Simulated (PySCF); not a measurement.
Runs of PySCF 2.14.0 on F2Si. The cell holds a molecule in a box, 3 atoms: a = 11.000 Å, b = 12.000 Å, c = 10.000 Å, α = 90.00°, β = 90.00°, γ = 90.00°. 

```tsv
task	level	three-body dispersion term	conv_tol	exxdiv	grid for exchange and correlation	three-centre integrals	gap on the mesh (eV)
atomic charges	TPSSh+D3(BJ)	no	1e-07 Ha	ewald	Becke, atom-centred	read from an earlier run's file	5.11
atomic charges	BHandHLYP	-	1e-07 Ha	ewald	Becke, atom-centred	read from an earlier run's file	8.44
atomic charges	PBE	-	1e-07 Ha	-	Becke, atom-centred	-	(a)
CCSD(T) correlation energy	HF	-	1e-08 Ha	ewald	-	read from an earlier run's file	12.67
```

Alike in all rows: potentials or basis pob-tzvp-rev2 (all-electron); no spin polarisation; cell as given; k mesh 1 × 1 × 1; smearing fixed.

Problem. Fill in the values left out.

Solution. (a) 4.10.

Caveats: this is a molecule in a periodic box at the Γ point, so its band gap is the HOMO-LUMO gap; the basis of atomic orbitals isn't converged, which shifts pressures, moduli and gaps; this basis is made for solids and lacks diffuse functions, so gaps of a molecule come out too wide by an eV or more; the basis is small and the box finite, so much correlation energy is missing and levels can be off by tenths of an eV (some runs).

A k mesh can miss the band edges.

Not every run made on this cell is shown here.
